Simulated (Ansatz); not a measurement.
# ClH5O2Si2: basis-set convergence

How large a basis does ClH5O2Si2 need? Two functionals are run in growing sets.

Program: Ansatz 0.2.0, Gaussian basis. Level of theory: one geometry, several basis sets. These are calculated values, not measurements.

The runs, in order: PBE0-D4/def2-SVP; ωB97M-V/def2-SVP; PBE0-D4/def2-QZVPP; ωB97M-V/def2-QZVPP; the functionals' def2-TZVPP values are taken from earlier runs.

## (1) The relaxed structure

An earlier PBE0-D4 in a triple-zeta def2 set relaxation fixed the geometry.

SMILES `O[SiH2]O[SiH2]Cl`, 10 atoms, charge 0, spin multiplicity 1.

Atoms are counted from 1 here; the program's logs count them from 0.

Bond lengths: O1–Si2 1.635 Å, O1–H6 0.959 Å, Si2–O3 1.644 Å, Si2–H7 1.475 Å, Si2–H8 1.483 Å, O3–Si4 1.618 Å, Si4–Cl5 2.064 Å, Si4–H9 1.477 Å, Si4–H10 1.476 Å. Angles: Si2–O1–H6 118.0°, O1–Si2–O3 111.8°, O1–Si2–H7 106.3°, O1–Si2–H8 111.2°, O3–Si2–H7 107.7°, O3–Si2–H8 107.3°, H7–Si2–H8 112.5°, Si2–O3–Si4 142.3°, O3–Si4–Cl5 109.5°, O3–Si4–H9 110.8°, O3–Si4–H10 109.8°, Cl5–Si4–H9 107.0°, Cl5–Si4–H10 107.4°, H9–Si4–H10 112.2°.

As a file:

```xyz
10

O    -1.0852   -1.5982    0.7506
Si    0.4008   -1.4026    0.0971
O     0.8597    0.1757    0.0850
Si    0.2816    1.6763   -0.0967
Cl   -1.5857    1.5928   -0.9718
H    -1.8386   -1.2572    0.2646
H     1.3376   -2.1357    0.9691
H     0.4372   -1.8831   -1.3058
H     0.1159    2.3376    1.2135
H     1.1596    2.4433   -1.0028
```

## (2) PBE0-D4 in def2-SVP

Contents of in.yaml:

```yaml
crystal:
  periodic: [false, false, false]
  atoms:
    - {symbol: O, position_ang: [-1.085162, -1.598188, 0.750579]}
    - {symbol: Si, position_ang: [0.400754, -1.402605, 0.097087]}
    - {symbol: O, position_ang: [0.859709, 0.175665, 0.085031]}
    - {symbol: Si, position_ang: [0.281587, 1.676297, -0.096740]}
    - {symbol: Cl, position_ang: [-1.585713, 1.592847, -0.971796]}
    - {symbol: H, position_ang: [-1.838554, -1.257172, 0.264613]}
    - {symbol: H, position_ang: [1.337588, -2.135677, 0.969128]}
    - {symbol: H, position_ang: [0.437236, -1.883109, -1.305760]}
    - {symbol: H, position_ang: [0.115934, 2.337587, 1.213509]}
    - {symbol: H, position_ang: [1.159620, 2.443255, -1.002754]}
basis:
  gaussian: {orbitals: def2-SVP}
hamiltonian: {xc: pbe0, dispersion: d4}
output: {orbitals: {seedname: orbitals}}
```

After this run come: ωB97M-V in def2-SVP; PBE0-D4 in def2-QZVPP; ωB97M-V in def2-QZVPP.

**Question.** What will the summary of the whole plan be? Wanted: PBE0-D4: double and triple zeta above quadruple; ωB97M-V: double and triple zeta above quadruple.

As calculated:

| quantity | value |
| --- | --- |
| PBE0-D4: double and triple zeta above quadruple | 16.70, 1.18 eV |
| ωB97M-V: double and triple zeta above quadruple | 16.70, 1.10 eV |

PBE0-D4 gains 15.52 eV from double to triple zeta, then 1.18 eV more. These are total energies; as a rule much of such shifts cancels in differences, which this series doesn't test. The LUMO of ωB97M-V is positive and keeps falling with the basis (2.77 to 1.45 eV): an unbound level that the basis holds in place.
